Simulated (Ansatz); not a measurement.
**B15P15 wurtzite bond sphere (B15P15H34): the relaxed shape and its frontier levels**

What does B15P15 wurtzite bond sphere (B15P15H34) look like as a singlet, and where do its frontier electrons sit?

Computed with Ansatz 0.2.0, Gaussian basis. Level: RKS PBE0-D4/def2-SVP.

Levels to be run: relaxation at PBE-D4/def2-SVP; a single point at PBE0-D4/def2-SVP.

1 further run of the same task is left out (set aside as unsound or not needed). Runs told in other sessions of the task aren't counted.

### 1 The system as given

64 atoms, charge 0, spin multiplicity 1.

Atoms are counted from 1 here; the program's logs count them from 0.

Bond lengths: B1–P2 1.920 Å, B1–P3 1.978 Å, B1–P16 1.928 Å, B1–H31 1.185 Å, P2–B7 1.916 Å, P2–H32 1.388 Å, P2–H33 1.404 Å, P3–B4 1.939 Å, P3–B17 1.943 Å, P3–H34 1.395 Å, B4–P6 1.962 Å, B4–P9 1.945 Å, B4–H35 1.200 Å, B5–P6 1.933 Å, B5–P18 1.941 Å, B5–H36 1.201 Å, B5–H37 1.190 Å, P6–B11 1.940 Å and more. Angles: P2–B1–P3 106.5°, P2–B1–P16 104.4°, P2–B1–H31 111.8°, P3–B1–P16 106.8°, P3–B1–H31 114.2°, P16–B1–H31 112.4°, B1–P2–B7 114.5°, B1–P2–H32 112.1°, B1–P2–H33 112.3°, B7–P2–H32 110.6°, B7–P2–H33 109.9°, H32–P2–H33 96.0°, B1–P3–B4 112.4°, B1–P3–B17 113.2°, B1–P3–H34 102.3°, B4–P3–B17 111.7°, B4–P3–H34 108.4°, B17–P3–H34 108.2° and more.

The start is a GFN2-xTB geometry.

### 2 Optimising with PBE-D4/def2-SVP

The input, in.yaml:

```yaml
crystal:
  periodic: [false, false, false]
  atoms:
    - {symbol: B, position_ang: [0.801380, -3.263520, -2.300240]}
    - {symbol: P, position_ang: [-0.720800, -2.261870, -2.905450]}
    - {symbol: P, position_ang: [0.808880, -3.138190, -0.325980]}
    - {symbol: B, position_ang: [-0.796330, -2.300770, 0.368730]}
    - {symbol: B, position_ang: [0.793390, -3.281480, 2.999250]}
    - {symbol: P, position_ang: [-0.709920, -2.267710, 2.328980]}
    - {symbol: B, position_ang: [-0.789670, -0.457280, -2.264540]}
    - {symbol: P, position_ang: [-2.320760, 0.502000, -2.904880]}
    - {symbol: P, position_ang: [-0.791820, -0.458050, -0.253780]}
    - {symbol: B, position_ang: [-2.391890, 0.455540, 0.371030]}
    - {symbol: B, position_ang: [-0.777650, -0.451250, 3.006360]}
    - {symbol: P, position_ang: [-2.318470, 0.513650, 2.331650]}
    - {symbol: B, position_ang: [-2.430760, 2.321590, -2.299620]}
    - {symbol: P, position_ang: [-2.319170, 2.264530, -0.325260]}
    - {symbol: B, position_ang: [-2.449210, 2.321910, 3.001140]}
    - {symbol: P, position_ang: [2.319880, -2.255530, -2.928700]}
    - {symbol: B, position_ang: [2.416360, -2.309490, 0.382970]}
    - {symbol: P, position_ang: [2.311900, -2.263600, 2.346260]}
    - {symbol: B, position_ang: [2.414800, -0.443710, -2.297600]}
    - {symbol: P, position_ang: [0.811480, 0.469530, -2.869760]}
    - {symbol: P, position_ang: [2.331370, -0.502760, -0.324190]}
    - {symbol: B, position_ang: [0.809870, 0.468710, 0.384910]}
    - {symbol: B, position_ang: [2.436620, -0.445110, 2.994560]}
    - {symbol: P, position_ang: [0.836580, 0.484370, 2.395160]}
    - {symbol: B, position_ang: [0.817620, 2.314710, -2.298350]}
    - {symbol: P, position_ang: [-0.800800, 3.134020, -2.929300]}
    - {symbol: P, position_ang: [0.724910, 2.271870, -0.324400]}
    - {symbol: B, position_ang: [-0.799160, 3.245330, 0.381910]}
    - {symbol: B, position_ang: [0.828370, 2.335460, 2.992700]}
    - {symbol: P, position_ang: [-0.811280, 3.132870, 2.345930]}
    - {symbol: H, position_ang: [0.791550, -4.372680, -2.717220]}
    - {symbol: H, position_ang: [-1.915230, -2.919330, -2.643520]}
    - {symbol: H, position_ang: [-0.847730, -2.277440, -4.303720]}
    - {symbol: H, position_ang: [0.805910, -4.479520, 0.056440]}
    - {symbol: H, position_ang: [-1.770760, -2.855910, -0.057050]}
    - {symbol: H, position_ang: [0.790390, -4.379450, 2.512630]}
    - {symbol: H, position_ang: [0.782180, -3.286870, 4.189060]}
    - {symbol: H, position_ang: [-1.900710, -2.905560, 2.719740]}
    - {symbol: H, position_ang: [-3.487070, -0.204330, -2.642510]}
    - {symbol: H, position_ang: [-2.397580, 0.399750, -4.303560]}
    - {symbol: H, position_ang: [-3.358130, -0.114280, -0.053870]}
    - {symbol: H, position_ang: [-0.796280, -0.464570, 4.198060]}
    - {symbol: H, position_ang: [-3.464070, -0.200240, 2.724420]}
    - {symbol: H, position_ang: [-3.398030, 2.865250, -2.715750]}
    - {symbol: H, position_ang: [-3.482690, 2.933270, 0.055200]}
    - {symbol: H, position_ang: [-3.404400, 2.863900, 2.515430]}
    - {symbol: H, position_ang: [-2.457150, 2.316980, 4.190970]}
    - {symbol: H, position_ang: [2.420540, -2.318180, -4.324010]}
    - {symbol: H, position_ang: [3.489640, -2.947380, -2.658420]}
    - {symbol: H, position_ang: [3.387330, -2.864620, -0.042090]}
    - {symbol: H, position_ang: [3.468000, -2.957600, 2.730090]}
    - {symbol: H, position_ang: [3.381610, 0.113790, -2.702090]}
    - {symbol: H, position_ang: [0.751750, 0.434310, -4.293330]}
    - {symbol: H, position_ang: [3.483990, 0.184080, 0.058390]}
    - {symbol: H, position_ang: [2.460770, -0.442510, 4.185490]}
    - {symbol: H, position_ang: [3.399820, 0.084370, 2.505160]}
    - {symbol: H, position_ang: [1.782070, 2.874240, -2.705830]}
    - {symbol: H, position_ang: [-0.805050, 3.250680, -4.324750]}
    - {symbol: H, position_ang: [-0.817630, 4.492990, -2.661200]}
    - {symbol: H, position_ang: [1.893140, 2.931270, 0.058920]}
    - {symbol: H, position_ang: [-0.796570, 4.363460, -0.044140]}
    - {symbol: H, position_ang: [0.845210, 2.357550, 4.183470]}
    - {symbol: H, position_ang: [1.765390, 2.907280, 2.499750]}
    - {symbol: H, position_ang: [-0.835920, 4.481510, 2.730340]}
basis:
  gaussian: {orbitals: def2-SVP, fitting: {mean_field: def2-universal-jkfit}}
hamiltonian: {xc: pbe, dispersion: d4}
scf: {lower_state_search: "off"}
output: {orbitals: {seedname: orbitals}}
relax: {f_tol: 0.03, max_steps: 70}
```

The run is started by

```sh
$ ansatz run in.yaml --threads 5 --pin off --events-out ev --progress --plain --max-ram 66560MiB --backend cuda --devices 0, --max-vram 37GiB
```

The runs that follow: Single point, PBE0-D4/def2-SVP.

Q: Predict the results of all the runs planned. Wanted: point group; commonest bond, hydrogen aside; HOMO, LUMO at PBE0-D4/def2-SVP; dipole at PBE-D4/def2-SVP.

The runs gave:

| quantity | value |
| --- | --- |
| point group | Cs |
| commonest bond, hydrogen aside | B–P, 43 of mean length 1.964 Å |
| HOMO, LUMO at PBE0-D4/def2-SVP | -6.00, -1.39 eV |
| dipole at PBE-D4/def2-SVP | 20.23 D |

**Reading.** The molecule keeps its bonding pattern by the stored test; the atoms moved 0.06 Å (rms). No usable vibrations, so a minimum isn't proven. The HOMO lies nearest to P24 12 %; B23, B29 about 9 % each and the LUMO to H49, H59 about 9 % each; P16, P26 about 8 % each. Whether this spin is the lowest isn't tested here. The point group is read from a loosely relaxed geometry; soft torsions can leave it below the true symmetry.
